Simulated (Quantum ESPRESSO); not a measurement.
# InSb3 (Fm-3m) in Quantum ESPRESSO: settings compared, part 2 of 2

Quantum ESPRESSO 7.5. Earlier steps stand in the parts before.

## 3. Band structure, r2SCAN

The input, pw.in:

```
&CONTROL
  calculation = 'scf'
  prefix = 'pwscf'
  outdir = './tmp'
  pseudo_dir = './pseudo'
  tprnfor = .true.
  tstress = .true.
  disk_io = 'low'
/
&SYSTEM
  ibrav = 0
  nat = 4
  ntyp = 2
  ecutwfc = 70
  nbnd = 39
  input_dft = 'r2scan'
  occupations = 'smearing'
  smearing = 'fd'
  degauss = 0.00367493
  nosym = .true.
/
&ELECTRONS
  conv_thr = 1d-08
  electron_maxstep = 120
  mixing_beta = 0.5
/
ATOMIC_SPECIES
Sb   121.7600 Sb_ONCV_PBE-1.2.upf
In   114.8180 In_ONCV_PBE-1.2.upf
CELL_PARAMETERS angstrom
   0.0000000000    3.7945550000    3.7945550000
   3.7945550000    0.0000000000    3.7945550000
   3.7945550000    3.7945550000    0.0000000000
ATOMIC_POSITIONS crystal
Sb     0.5000000000    0.5000000000    0.5000000000
Sb     0.7500000000    0.7500000000    0.7500000000
Sb     0.2500000000    0.2500000000    0.2500000000
In     0.0000000000    0.0000000000    0.0000000000
K_POINTS automatic
4 4 4 0 0 0
```

The input, bands.in:

```
&CONTROL
  calculation = 'bands'
  prefix = 'pwscf'
  outdir = './tmp'
  pseudo_dir = './pseudo'
  disk_io = 'low'
  verbosity = 'high'
/
&SYSTEM
  ibrav = 0
  nat = 4
  ntyp = 2
  ecutwfc = 70
  nbnd = 39
  input_dft = 'r2scan'
  occupations = 'smearing'
  smearing = 'fd'
  degauss = 0.00367493
  nosym = .true.
/
&ELECTRONS
  conv_thr = 1d-08
  electron_maxstep = 120
  mixing_beta = 0.5
  diago_full_acc = .true.
  startingwfc = 'random'
/
ATOMIC_SPECIES
Sb   121.7600 Sb_ONCV_PBE-1.2.upf
In   114.8180 In_ONCV_PBE-1.2.upf
CELL_PARAMETERS angstrom
   0.0000000000    3.7945550000    3.7945550000
   3.7945550000    0.0000000000    3.7945550000
   3.7945550000    3.7945550000    0.0000000000
ATOMIC_POSITIONS crystal
Sb     0.5000000000    0.5000000000    0.5000000000
Sb     0.7500000000    0.7500000000    0.7500000000
Sb     0.2500000000    0.2500000000    0.2500000000
In     0.0000000000    0.0000000000    0.0000000000
K_POINTS crystal
60
 0.0000000000  0.0000000000  0.0000000000 1
 0.0625000000  0.0000000000  0.0625000000 1
 0.1250000000  0.0000000000  0.1250000000 1
 0.1875000000  0.0000000000  0.1875000000 1
 0.2500000000  0.0000000000  0.2500000000 1
 0.3125000000  0.0000000000  0.3125000000 1
 0.3750000000  0.0000000000  0.3750000000 1
 0.4375000000  0.0000000000  0.4375000000 1
 0.5000000000  0.0000000000  0.5000000000 1
 0.5000000000  0.0625000000  0.5625000000 1
 0.5000000000  0.1250000000  0.6250000000 1
 0.5000000000  0.1875000000  0.6875000000 1
 0.5000000000  0.2500000000  0.7500000000 1
 0.4375000000  0.3125000000  0.7500000000 1
 0.3750000000  0.3750000000  0.7500000000 1
 0.3375000000  0.3375000000  0.6750000000 1
 0.3000000000  0.3000000000  0.6000000000 1
 0.2625000000  0.2625000000  0.5250000000 1
 0.2250000000  0.2250000000  0.4500000000 1
 0.1875000000  0.1875000000  0.3750000000 1
 0.1500000000  0.1500000000  0.3000000000 1
 0.1125000000  0.1125000000  0.2250000000 1
 0.0750000000  0.0750000000  0.1500000000 1
 0.0375000000  0.0375000000  0.0750000000 1
 0.0000000000  0.0000000000  0.0000000000 1
 0.0625000000  0.0625000000  0.0625000000 1
 0.1250000000  0.1250000000  0.1250000000 1
 0.1875000000  0.1875000000  0.1875000000 1
 0.2500000000  0.2500000000  0.2500000000 1
 0.3125000000  0.3125000000  0.3125000000 1
 0.3750000000  0.3750000000  0.3750000000 1
 0.4375000000  0.4375000000  0.4375000000 1
 0.5000000000  0.5000000000  0.5000000000 1
 0.5250000000  0.4500000000  0.5250000000 1
 0.5500000000  0.4000000000  0.5500000000 1
 0.5750000000  0.3500000000  0.5750000000 1
 0.6000000000  0.3000000000  0.6000000000 1
 0.6250000000  0.2500000000  0.6250000000 1
 0.5833333333  0.2500000000  0.6666666667 1
 0.5416666667  0.2500000000  0.7083333333 1
 0.5000000000  0.2500000000  0.7500000000 1
 0.5000000000  0.2857142857  0.7142857143 1
 0.5000000000  0.3214285714  0.6785714286 1
 0.5000000000  0.3571428571  0.6428571429 1
 0.5000000000  0.3928571429  0.6071428571 1
 0.5000000000  0.4285714286  0.5714285714 1
 0.5000000000  0.4642857143  0.5357142857 1
 0.5000000000  0.5000000000  0.5000000000 1
 0.4821428571  0.4821428571  0.5357142857 1
 0.4642857143  0.4642857143  0.5714285714 1
 0.4464285714  0.4464285714  0.6071428571 1
 0.4285714286  0.4285714286  0.6428571429 1
 0.4107142857  0.4107142857  0.6785714286 1
 0.3928571429  0.3928571429  0.7142857143 1
 0.3750000000  0.3750000000  0.7500000000 1
 0.6250000000  0.2500000000  0.6250000000 1
 0.5937500000  0.1875000000  0.5937500000 1
 0.5625000000  0.1250000000  0.5625000000 1
 0.5312500000  0.0625000000  0.5312500000 1
 0.5000000000  0.0000000000  0.5000000000 1
```

Potentials or basis: SG15 PBE 1.2.

Started as:

```sh
OMP_NUM_THREADS=1 mpirun -n 2 pw.x -nk 2 -in pw.in > pw.out
OMP_NUM_THREADS=1 mpirun -n 2 pw.x -nk 2 -in bands.in > bands.out
```

Wall time 17 min (2 MPI ranks of Arm Neoverse V1, shared host); peak memory 0.44 GiB.

Results (log left out):

```yaml
Free_energy: -7140.6091 eV
Pressure: -2.9 GPa
Band_gap_on_the_k_mesh: none (metal or under the smearing width)
```

Levels at the corners of the path, in eV from the Fermi level:
```csv
point,band 27,band 28,band 29,band 30,band 31,band 32
Γ,-2.48,-2.47,-2.47,-2.47,-0.68,-0.68
X,0.27,0.85,0.85,1.18,1.63,1.82
W,-2.58,-2.23,1.11,1.30,2.01,2.01
K,-1.66,-0.83,0.03,1.03,1.21,2.48
Γ,-2.48,-2.47,-2.47,-2.47,-0.68,-0.68
L,-2.63,-2.63,-0.35,-0.29,2.05,2.05
U,-1.66,-0.83,0.03,1.03,1.21,2.48
W,-2.58,-2.23,1.11,1.30,2.01,2.01
L,-2.63,-2.63,-0.35,-0.29,2.05,2.05
K,-1.66,-0.83,0.03,1.03,1.21,2.48
U,-1.66,-0.83,0.03,1.03,1.21,2.48
X,0.27,0.85,0.85,1.18,1.63,1.82
```

Caveat: the k mesh is coarse; the potentials were made for another functional, which shifts forces and pressure; some levels on the path didn't converge; spin-orbit coupling is left out, which moves the levels of the heavy elements.

## 4. Single point, r2SCAN, 25.68 Å³/atom

pw.in, as its differences from that of step 3:

```diff
@@ -5,5 +5,4 @@
   pseudo_dir = './pseudo'
-  tprnfor = .true.
   tstress = .true.
-  disk_io = 'low'
+  disk_io = 'nowf'
 /
@@ -20,2 +19,5 @@
   nosym = .true.
+  nr1 = 60
+  nr2 = 60
+  nr3 = 60
 /
@@ -30,5 +32,5 @@
 CELL_PARAMETERS angstrom
-   0.0000000000    3.7945550000    3.7945550000
-   3.7945550000    0.0000000000    3.7945550000
-   3.7945550000    3.7945550000    0.0000000000
+   0.0000000000    3.7170933668    3.7170933668
+   3.7170933668    0.0000000000    3.7170933668
+   3.7170933668    3.7170933668    0.0000000000
 ATOMIC_POSITIONS crystal
@@ -39,2 +41,2 @@
 K_POINTS automatic
-4 4 4 0 0 0
+3 3 3 0 0 0
```

Started as:

```sh
OMP_NUM_THREADS=1 mpirun -n 2 pw.x -nk 2 -in pw.in > pw.out
```

It took 2.4 min on 2 MPI ranks of Arm Neoverse V1, shared host; peak memory 0.36 GiB.

Results (log left out):

```
Free energy            : -7140.8501 eV
Pressure               : 3.8 GPa
Band gap on the k mesh : none (metal or under the smearing width)
```

Caveat: the k mesh is coarse (spacing up to 0.49 Å⁻¹), so the values aren't converged; the potentials were made for another functional, which shifts forces and pressure.

## 5. Single point, r2SCAN, 26.23 Å³/atom

pw.in, as its differences from that of step 4:

```diff
@@ -32,5 +32,5 @@
 CELL_PARAMETERS angstrom
-   0.0000000000    3.7170933668    3.7170933668
-   3.7170933668    0.0000000000    3.7170933668
-   3.7170933668    3.7170933668    0.0000000000
+   0.0000000000    3.7432709431    3.7432709431
+   3.7432709431    0.0000000000    3.7432709431
+   3.7432709431    3.7432709431    0.0000000000
 ATOMIC_POSITIONS crystal
```

Started as:

```sh
OMP_NUM_THREADS=1 mpirun -n 2 pw.x -nk 2 -in pw.in > pw.out
```

It took 2.4 min on 2 MPI ranks of Arm Neoverse V1, shared host; peak memory 0.36 GiB.

It converged, with:

```yaml
Free_energy: -7140.8918 eV
Pressure: 2.2 GPa
Band_gap_on_the_k_mesh: none (metal or under the smearing width)
```

Caveat: the k mesh is coarse (spacing up to 0.48 Å⁻¹), so the values aren't converged; the potentials were made for another functional, which shifts forces and pressure.

## 6. Single point, r2SCAN, 26.77 Å³/atom

pw.in, as its differences from that of step 5:

```diff
@@ -32,5 +32,5 @@
 CELL_PARAMETERS angstrom
-   0.0000000000    3.7432709431    3.7432709431
-   3.7432709431    0.0000000000    3.7432709431
-   3.7432709431    3.7432709431    0.0000000000
+   0.0000000000    3.7690874206    3.7690874206
+   3.7690874206    0.0000000000    3.7690874206
+   3.7690874206    3.7690874206    0.0000000000
 ATOMIC_POSITIONS crystal
```

Potentials or basis: SG15 PBE 1.2.

Started as:

```sh
OMP_NUM_THREADS=1 mpirun -n 2 pw.x -nk 2 -in pw.in > pw.out
```

It took 2.6 min on 2 MPI ranks of Arm Neoverse V1, shared host; peak memory 0.38 GiB.

The run converged. Its results:

```yaml
Free_energy: -7140.9140 eV
Pressure: 0.9 GPa
Band_gap_on_the_k_mesh: none (metal or under the smearing width)
```

Caveat: the k mesh is coarse (spacing up to 0.48 Å⁻¹), so the values aren't converged; the potentials were made for another functional, which shifts forces and pressure.

## 7. Single point, r2SCAN, 27.32 Å³/atom

pw.in, as its differences from that of step 6:

```diff
@@ -32,5 +32,5 @@
 CELL_PARAMETERS angstrom
-   0.0000000000    3.7690874206    3.7690874206
-   3.7690874206    0.0000000000    3.7690874206
-   3.7690874206    3.7690874206    0.0000000000
+   0.0000000000    3.7945550000    3.7945550000
+   3.7945550000    0.0000000000    3.7945550000
+   3.7945550000    3.7945550000    0.0000000000
 ATOMIC_POSITIONS crystal
```

Started as:

```sh
OMP_NUM_THREADS=1 mpirun -n 2 pw.x -nk 2 -in pw.in > pw.out
```

Wall time 2.4 min (2 MPI ranks of Arm Neoverse V1, shared host); peak memory 0.38 GiB.

Results (log left out):

| Item | Value |
| --- | --- |
| Free energy | -7140.9188 eV |
| Pressure | -0.3 GPa |
| Band gap on the k mesh | none (metal or under the smearing width) |

Caveat: the k mesh is coarse (spacing up to 0.48 Å⁻¹), so the values aren't converged; the potentials were made for another functional, which shifts forces and pressure.

## 8. Single point, r2SCAN, 27.86 Å³/atom

pw.in, as its differences from that of step 7:

```diff
@@ -32,5 +32,5 @@
 CELL_PARAMETERS angstrom
-   0.0000000000    3.7945550000    3.7945550000
-   3.7945550000    0.0000000000    3.7945550000
-   3.7945550000    3.7945550000    0.0000000000
+   0.0000000000    3.8196852357    3.8196852357
+   3.8196852357    0.0000000000    3.8196852357
+   3.8196852357    3.8196852357    0.0000000000
 ATOMIC_POSITIONS crystal
```

Started as:

```sh
OMP_NUM_THREADS=1 mpirun -n 2 pw.x -nk 2 -in pw.in > pw.out
```

It took 2.6 min on 2 MPI ranks of Arm Neoverse V1, shared host; peak memory 0.38 GiB.

Results (log left out):

```
Free energy            : -7140.9081 eV
Pressure               : -1.4 GPa
Band gap on the k mesh : none (metal or under the smearing width)
```

Caveat: the k mesh is coarse (spacing up to 0.47 Å⁻¹), so the values aren't converged; the potentials were made for another functional, which shifts forces and pressure.

## 9. Single point, r2SCAN, 28.41 Å³/atom

pw.in, as its differences from that of step 8:

```diff
@@ -32,5 +32,5 @@
 CELL_PARAMETERS angstrom
-   0.0000000000    3.8196852357    3.8196852357
-   3.8196852357    0.0000000000    3.8196852357
-   3.8196852357    3.8196852357    0.0000000000
+   0.0000000000    3.8444890816    3.8444890816
+   3.8444890816    0.0000000000    3.8444890816
+   3.8444890816    3.8444890816    0.0000000000
 ATOMIC_POSITIONS crystal
```

Potentials or basis: SG15 PBE 1.2.

Started as:

```sh
OMP_NUM_THREADS=1 mpirun -n 2 pw.x -nk 2 -in pw.in > pw.out
```

Wall time 2.6 min (2 MPI ranks of Arm Neoverse V1, shared host); peak memory 0.38 GiB.

Results (log left out):

- Free energy: -7140.8835 eV
- Pressure: -2.3 GPa
- Band gap on the k mesh: none (metal or under the smearing width)

Caveat: the k mesh is coarse (spacing up to 0.47 Å⁻¹), so the values aren't converged; the potentials were made for another functional, which shifts forces and pressure.

## 10. Single point, r2SCAN, 28.96 Å³/atom

pw.in, as its differences from that of step 9:

```diff
@@ -32,5 +32,5 @@
 CELL_PARAMETERS angstrom
-   0.0000000000    3.8444890816    3.8444890816
-   3.8444890816    0.0000000000    3.8444890816
-   3.8444890816    3.8444890816    0.0000000000
+   0.0000000000    3.8689769334    3.8689769334
+   3.8689769334    0.0000000000    3.8689769334
+   3.8689769334    3.8689769334    0.0000000000
 ATOMIC_POSITIONS crystal
```

Started as:

```sh
OMP_NUM_THREADS=1 mpirun -n 2 pw.x -nk 2 -in pw.in > pw.out
```

Wall time 2.7 min (2 MPI ranks of Arm Neoverse V1, shared host); peak memory 0.38 GiB.

It converged, with:

```
Free energy            : -7140.8467 eV
Pressure               : -3.2 GPa
Band gap on the k mesh : none (metal or under the smearing width)
```

Caveat: the k mesh is coarse (spacing up to 0.47 Å⁻¹), so the values aren't converged; the potentials were made for another functional, which shifts forces and pressure.

## 11. Equation of state, r2SCAN

This step only gathers the single runs of the series.

Results:

- Equilibrium volume: 27.20 Å³/atom
- Bulk modulus: 58 GPa
- Pressure derivative of the bulk modulus: 4.8

Energy against volume, from the lowest point:
| volume (Å³/atom) | energy (meV/atom) |
| --- | --- |
| 25.679 | 17.17 |
| 26.226 | 6.74 |
| 26.772 | 1.19 |
| 27.318 | 0.00 |
| 27.865 | 2.68 |
| 28.411 | 8.83 |
| 28.957 | 18.01 |

Caveat: the k mesh is coarse (spacing up to 0.48 Å⁻¹), so the values aren't converged; the potentials were made for another functional, which shifts forces and pressure.

## 12. Overview

| task | level | potentials or basis | k mesh | cutoff (eV) | form of the LDA correlation | SCF threshold | symmetry | mesh quality | gap on the mesh (eV) | pressure (GPa) |
| --- | --- | --- | --- | --- | --- | --- | --- | --- | --- | --- |
| band structure | LDA | GBRV 1.5 LDA | 6 × 6 × 6 | 762 | PZ81 | 8e-10 Ry | - | not flagged | none | -4.2 |
| band structure | r2SCAN | SG15 PBE 1.2 | 4 × 4 × 4 | 952 | - | 1e-08 Ry | off | coarse | none | -2.9 |
| equation of state | r2SCAN | SG15 PBE 1.2 | 3 × 3 × 3 | 952 | - | 1e-08 Ry | off | coarse | - | - |

Alike in all rows: no spin polarisation; cell as given; smearing fermi-dirac 0.05 eV.

Caveats: some runs use coarse meshes; spin-orbit coupling is left out, which moves the levels of the heavy elements (some runs); the potentials were made for another functional, which shifts forces and pressure (some runs); some levels on the path didn't converge (some runs).

Total energies depend on the potentials used, so only differences within one code and one set of settings carry meaning.
